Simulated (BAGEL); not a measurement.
**Si2H4F2 (SMILES F[SiH](F)[SiH3]): levels of theory compared**

We compute a comparison of 3 runs (B3LYP/cc-pVDZ, PBE0/cc-pVDZ, RI-MP2/cc-pVDZ) of Si2H4F2. 

Program for the calculation: BAGEL 1.2.2.

1 further run of the same task is left out (it didn't finish). Runs told in other sessions of the task aren't counted.

### Step 1. The structure to begin with

Si2H4F2 has 8 atoms, charge 0, and is taken as a singlet. As SMILES, `F[SiH](F)[SiH3]`. Geometry: relaxed at PBE0-D4/def2-TZVP.

Bond lengths: F1–Si2 1.593 Å, Si2–F3 1.593 Å, Si2–Si4 2.342 Å, Si2–H5 1.482 Å, Si4–H6 1.486 Å, Si4–H7 1.486 Å, Si4–H8 1.485 Å. Some angles: F1–Si2–F3 107.0°, F1–Si2–Si4 109.5°, F3–Si2–Si4 109.5°, F1–Si2–H5 107.3°, F3–Si2–H5 107.3°, Si4–Si2–H5 115.9°, Si2–Si4–H6 109.0°, Si2–Si4–H7 109.1°, Si2–Si4–H8 110.0°, H6–Si4–H7 109.2°.

### Step 2. The energy at B3LYP/cc-pVDZ (density fitting with qzvpp-jkfit) (run 1)

Input file calc.json:

```json
{ "bagel" : [

{
  "title" : "molecule",
  "basis" : "cc-pvdz.json",
  "df_basis" : "qzvpp-jkfit",
  "angstrom" : true,
  "geometry" : [
    { "atom" : "F", "xyz" : [       0.971900,      -1.046400,       1.729500 ] },
    { "atom" : "Si", "xyz" : [       1.061800,      -0.320500,       0.314000 ] },
    { "atom" : "F", "xyz" : [       1.618700,      -1.392500,      -0.725000 ] },
    { "atom" : "Si", "xyz" : [      -1.075200,       0.372800,      -0.346900 ] },
    { "atom" : "H", "xyz" : [       2.081000,       0.748800,       0.431800 ] },
    { "atom" : "H", "xyz" : [      -1.595200,       1.352300,       0.642900 ] },
    { "atom" : "H", "xyz" : [      -0.983200,       1.025300,      -1.679300 ] },
    { "atom" : "H", "xyz" : [      -1.987700,      -0.796800,      -0.422700 ] }
  ]
},

{ "title" : "ks", "xc_func" : "b3lyp" },

{ "title" : "print", "file" : "orbitals.molden", "orbitals" : true }

]}
```

The basis set cc-pVDZ is read from a file made from the Basis Set Exchange's data (not shown).

On the command line:

```sh
$ BAGEL_NUM_THREADS=1 BAGEL calc.json > calc.out
```

Log:

```text
* using 1 threads per process

  ===============================================================
  ===============================================================

  *** Geometry ***

  { "atom" : "F", "xyz" : [      1.836625,     -1.977409,      3.268281 ] },
  { "atom" : "Si", "xyz" : [      2.006511,     -0.605657,      0.593374 ] },
  { "atom" : "F", "xyz" : [      3.058900,     -2.631444,     -1.370051 ] },
  { "atom" : "Si", "xyz" : [     -2.031834,      0.704490,     -0.655546 ] },
  { "atom" : "H", "xyz" : [      3.932520,      1.415027,      0.815984 ] },
  { "atom" : "H", "xyz" : [     -3.014491,      2.555477,      1.214905 ] },
  { "atom" : "H", "xyz" : [     -1.857979,      1.937536,     -3.173417 ] },
  { "atom" : "H", "xyz" : [     -3.756209,     -1.505734,     -0.798787 ] },

  Number of auxiliary basis functions:      482

  Since a DF basis is specified, we compute 2- and 3-index integrals:
    o Being stored without compression. Storage requirement is 0.027 GB

  Number of basis functions:       84
  Number of electrons      :       50

    * METHOD: MOLECULE                             0.19

  *** Kohn-Sham DFT ***

    * Removing 13371 points whose weight is below 1.00e-10
    * Grid points: 105877

  === Nuclear Repulsion ===
   227.3162932621

       - DIIS with orbital gradients will be used.

  === KS iteration (b3lyp / cc-pvdz.json) ===
      0       -753.35579256          0.09753049           0.30
      1       -687.87006756          0.11763312           0.28
      2       -618.40000683          0.21265361           0.29
      3       -756.57035757          0.09739786           0.28
      4       -770.52967147          0.06305104           0.29
      5       -779.85445735          0.03823169           0.29
      6       -780.99152671          0.01652382           0.29
      7       -781.18830390          0.00600822           0.29
      8       -781.21029240          0.00210828           0.28
      9       -781.21286491          0.00040265           0.28
     10       -781.21296858          0.00008857           0.28
     11       -781.21297331          0.00002209           0.28
     12       -781.21297357          0.00001128           0.28
     13       -781.21297366          0.00000452           0.28
     14       -781.21297368          0.00000051           0.28
     15       -781.21297368          0.00000010           0.28
     16       -781.21297368          0.00000002           0.28
     17       -781.21297368          0.00000001           0.29
    * SCF iteration converged.

    * Permanent dipole moment:
           (    0.286705,    -0.556034,     0.153877) a.u.

    * METHOD: KS                                   5.58

    * METHOD: PRINT                                0.01

  ===============================================================
```

Run time: 6 s. Hardware: 1 thread of Arm Neoverse V2, shared host; peak memory 0.44 GiB.

### Step 3. The energy at PBE0/cc-pVDZ (density fitting with qzvpp-jkfit) (run 2)

Input file job.json:

```json
{ "bagel" : [

{
  "title" : "molecule",
  "basis" : "cc-pvdz.json",
  "df_basis" : "qzvpp-jkfit",
  "angstrom" : true,
  "geometry" : [
    { "atom" : "F", "xyz" : [       0.971900,      -1.046400,       1.729500 ] },
    { "atom" : "Si", "xyz" : [       1.061800,      -0.320500,       0.314000 ] },
    { "atom" : "F", "xyz" : [       1.618700,      -1.392500,      -0.725000 ] },
    { "atom" : "Si", "xyz" : [      -1.075200,       0.372800,      -0.346900 ] },
    { "atom" : "H", "xyz" : [       2.081000,       0.748800,       0.431800 ] },
    { "atom" : "H", "xyz" : [      -1.595200,       1.352300,       0.642900 ] },
    { "atom" : "H", "xyz" : [      -0.983200,       1.025300,      -1.679300 ] },
    { "atom" : "H", "xyz" : [      -1.987700,      -0.796800,      -0.422700 ] }
  ]
},

{ "title" : "ks", "xc_func" : "pbe0" },

{ "title" : "print", "file" : "orbitals.molden", "orbitals" : true }

]}
```

The basis set cc-pVDZ is read from a file made from the Basis Set Exchange's data (not shown).

On the command line:

```sh
$ BAGEL_NUM_THREADS=1 BAGEL job.json > job.out
```

Log:

```text
* using 1 threads per process

  ===============================================================
  ===============================================================

  *** Geometry ***

  { "atom" : "F", "xyz" : [      1.836625,     -1.977409,      3.268281 ] },
  { "atom" : "Si", "xyz" : [      2.006511,     -0.605657,      0.593374 ] },
  { "atom" : "F", "xyz" : [      3.058900,     -2.631444,     -1.370051 ] },
  { "atom" : "Si", "xyz" : [     -2.031834,      0.704490,     -0.655546 ] },
  { "atom" : "H", "xyz" : [      3.932520,      1.415027,      0.815984 ] },
  { "atom" : "H", "xyz" : [     -3.014491,      2.555477,      1.214905 ] },
  { "atom" : "H", "xyz" : [     -1.857979,      1.937536,     -3.173417 ] },
  { "atom" : "H", "xyz" : [     -3.756209,     -1.505734,     -0.798787 ] },

  Number of auxiliary basis functions:      482

  Since a DF basis is specified, we compute 2- and 3-index integrals:
    o Being stored without compression. Storage requirement is 0.027 GB

  Number of basis functions:       84
  Number of electrons      :       50

    * METHOD: MOLECULE                             0.19

  *** Kohn-Sham DFT ***

    * Removing 13371 points whose weight is below 1.00e-10
    * Grid points: 105877

  === Nuclear Repulsion ===
   227.3162932621

       - DIIS with orbital gradients will be used.

  === KS iteration (pbe0 / cc-pvdz.json) ===
      0       -752.94060288          0.09730351           0.31
      1       -687.75443568          0.11687512           0.29
      2       -622.19351462          0.18329030           0.29
      3       -758.87876309          0.09254169           0.29
      4       -771.10675361          0.06490095           0.29
      5       -777.64448918          0.06353440           0.29
      6       -778.47271614          0.05712333           0.29
      7       -722.76297914          0.21684458           0.29
      8       -757.67792827          0.16781982           0.29
      9       -777.87704468          0.04598775           0.28
     10       -780.46988150          0.01964237           0.28
     11       -780.67492524          0.00839115           0.28
     12       -780.71954855          0.00454763           0.29
     13       -780.73564983          0.00073927           0.28
     14       -780.73599887          0.00015496           0.29
     15       -780.73601397          0.00002710           0.29
     16       -780.73601439          0.00000457           0.29
     17       -780.73601440          0.00000189           0.29
     18       -780.73601441          0.00000106           0.29
     19       -780.73601441          0.00000020           0.29
     20       -780.73601441          0.00000011           0.29
     21       -780.73601441          0.00000003           0.29
     22       -780.73601441          0.00000001           0.29
    * SCF iteration converged.

    * Permanent dipole moment:
           (    0.290433,    -0.571752,     0.157062) a.u.

    * METHOD: KS                                   7.11

    * METHOD: PRINT                                0.01

  ===============================================================
```

It took 7.5 s on 1 thread of Arm Neoverse V2, shared host; peak memory 0.44 GiB.

### Step 4. A single-point energy at RI-MP2/cc-pVDZ (density fitting with qzvpp-jkfit) (run 3)

Input file job.json:

```json
{ "bagel" : [

{
  "title" : "molecule",
  "basis" : "cc-pvdz.json",
  "df_basis" : "qzvpp-jkfit",
  "angstrom" : true,
  "geometry" : [
    { "atom" : "F", "xyz" : [    0.971900,   -1.046400,    1.729500 ] },
    { "atom" : "Si", "xyz" : [    1.061800,   -0.320500,    0.314000 ] },
    { "atom" : "F", "xyz" : [    1.618700,   -1.392500,   -0.725000 ] },
    { "atom" : "Si", "xyz" : [   -1.075200,    0.372800,   -0.346900 ] },
    { "atom" : "H", "xyz" : [    2.081000,    0.748800,    0.431800 ] },
    { "atom" : "H", "xyz" : [   -1.595200,    1.352300,    0.642900 ] },
    { "atom" : "H", "xyz" : [   -0.983200,    1.025300,   -1.679300 ] },
    { "atom" : "H", "xyz" : [   -1.987700,   -0.796800,   -0.422700 ] }
  ]
},
{ "title" : "hf" },
{ "title" : "mp2", "ncore" : 12 }

]}
```

The basis set cc-pVDZ is read from a file made from the Basis Set Exchange's data (not shown).

On the command line:

```sh
$ BAGEL_NUM_THREADS=1 BAGEL job.json > job.out
```

Log:

```text
* using 1 threads per process

  ===============================================================
  ===============================================================

  *** Geometry ***

  { "atom" : "F", "xyz" : [      1.836625,     -1.977409,      3.268281 ] },
  { "atom" : "Si", "xyz" : [      2.006511,     -0.605657,      0.593374 ] },
  { "atom" : "F", "xyz" : [      3.058900,     -2.631444,     -1.370051 ] },
  { "atom" : "Si", "xyz" : [     -2.031834,      0.704490,     -0.655546 ] },
  { "atom" : "H", "xyz" : [      3.932520,      1.415027,      0.815984 ] },
  { "atom" : "H", "xyz" : [     -3.014491,      2.555477,      1.214905 ] },
  { "atom" : "H", "xyz" : [     -1.857979,      1.937536,     -3.173417 ] },
  { "atom" : "H", "xyz" : [     -3.756209,     -1.505734,     -0.798787 ] },

  Number of auxiliary basis functions:      482

  Since a DF basis is specified, we compute 2- and 3-index integrals:
    o Being stored without compression. Storage requirement is 0.027 GB

  Number of basis functions:       84
  Number of electrons      :       50

    * METHOD: MOLECULE                             0.20

  *** RHF ***

  === Nuclear Repulsion ===
   227.3162932621

      * DIIS with orbital gradients will be used.

  === RHF iteration (cc-pvdz.json) ===
      0       -778.96239815          0.01417090           0.06
      1       -779.10551727          0.00939670           0.06
      2       -779.17902066          0.00127144           0.06
      3       -779.18067248          0.00019149           0.06
      4       -779.18070647          0.00004732           0.06
      5       -779.18070926          0.00000897           0.06
      6       -779.18070937          0.00000213           0.06
      7       -779.18070938          0.00000056           0.06
      8       -779.18070938          0.00000015           0.06
      9       -779.18070938          0.00000005           0.06
     10       -779.18070938          0.00000001           0.06
     11       -779.18070938          0.00000000           0.06
    * SCF iteration converged.

    * Permanent dipole moment:
           (    0.339581,    -0.698977,     0.187953) a.u.

    * METHOD: HF                                   0.82

  *** RHF ***

  === Nuclear Repulsion ===
   227.3162932621

      * DIIS with orbital gradients will be used.

  === RHF iteration (cc-pvdz.json) ===
      0       -779.18070938          0.00000000           0.06
    * SCF iteration converged.

    * Permanent dipole moment:
           (    0.339581,    -0.698977,     0.187953) a.u.

  === DF-MP2 calculation ===

    * freezing 12 orbitals
    * 3-index integral transformation done
    * assembly done

      MP2 correlation energy:   -0.5688712028      0.03

      MP2 total energy:       -779.7495805835

    * METHOD: MP2                                  0.15

  ===============================================================
```

It took 1.3 s on 1 thread of Arm Neoverse V2, shared host.

### Step 5. The series

| run | level | frozen core orbitals | energy (Eh) | dipole moment (D) | HOMO energy (eV) | LUMO energy (eV) | wall time |
| --- | --- | --- | --- | --- | --- | --- | --- |
| 1 | B3LYP/cc-pVDZ (density fitting with qzvpp-jkfit) | – | -781.212974 | 1.64 | -8.28 | -0.24 | 6 s |
| 2 | PBE0/cc-pVDZ (density fitting with qzvpp-jkfit) | – | -780.736014 | 1.68 | -8.52 | -0.10 | 7.5 s |
| 3 | RI-MP2/cc-pVDZ (density fitting with qzvpp-jkfit) | 12 | -779.749581 | – | – | – | 1.3 s |

### Step 6. Results

| quantity | value |
| --- | --- |
| run 3: total energy | -779.74958 Eh |
| run 3: correlation energy (12 core orbitals frozen) | -568.9 mEh |

What this shows: Totals of different functionals can't be ranked against each other. All runs together took 15 s, the longest 7.5 s.
